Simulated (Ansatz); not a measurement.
# Sb: the cost of one run

Method: DFT LDA, scalar-relativistic, in Ansatz 0.2.0.

## Step 1: The structure to begin with

It takes space group P6_3/mmc (No. 194, hexagonal). Conventional cell: a = 3.369 Å, b = 3.369 Å, c = 5.330 Å, α = 90.00°, β = 90.00°, γ = 120.00°. Sb (site symmetry -6m2) is surrounded by 12 Sb at 3.30 to 3.37 Å.

As a file:

```cif
data_structure
_symmetry_space_group_name_H-M 'P6_3/mmc'
_symmetry_Int_Tables_number 194
_cell_length_a 3.3690
_cell_length_b 3.3690
_cell_length_c 5.3300
_cell_angle_alpha 90.000
_cell_angle_beta 90.000
_cell_angle_gamma 120.000
_cell_volume 52.39
loop_
_atom_site_label
_atom_site_type_symbol
_atom_site_symmetry_multiplicity
_atom_site_Wyckoff_symbol
_atom_site_fract_x
_atom_site_fract_y
_atom_site_fract_z
_atom_site_occupancy
Sb1 Sb 2 c 0.33333 0.66667 0.25000 1
```

The file gives the conventional cell by its symmetry; the runs use the cell typed in the input.

The structure is an experimental refinement, used without relaxation.

Atoms are numbered in the order of the input: Sb1, Sb2.

## Step 2: All-electron LAPW

input.yaml reads:

```yaml
crystal:
  lattice:
    - [3.3690001795, 0.0, 0.0]
    - [-1.6845000898, 2.9176397408, 0.0]
    - [0.0, 0.0, 5.33]
  atoms:
    - { symbol: Sb, position: [0.3333333333, 0.6666666667, 0.25] }
    - { symbol: Sb, position: [0.6666666667, 0.3333333333, 0.75] }
kpoints:
  mp_grid: { grid: [12, 12, 7] }
  band_path:
    path:
      - [0.0, 0.0, 0.0]
      - [0.5, 0.0, 0.0]
      - [0.3333333333, 0.3333333333, 0.0]
      - [0.0, 0.0, 0.0]
      - [0.0, 0.0, 0.5]
      - [0.5, 0.0, 0.5]
      - [0.3333333333, 0.3333333333, 0.5]
      - [0.0, 0.0, 0.5]
      - [0.5, 0.0, 0.5]
    npoints: 14
scf:
  occupations: { method: fermi_dirac, width: 0.03 }
hamiltonian:
  xc: lda
  pseudopotentials: { kind: all_electron, lapw: { basis_error: 0.0005 } }
output:
  forces: true
  stress: true
  eigenvalues: true
  populations: true
  dos: { projected: true, de: 0.2, e_range: [-14, 8] }
```

Command:

```bash
ansatz run input.yaml --threads 1 --pin off --max-ram 3072MiB --backend cpu --events-out ev --progress --plain --runs-dir out
```

Q: Estimate wall time and peak memory on 1 thread of Arm Neoverse V2, shared host.

About 25 s, with a peak of 0.36 GiB.
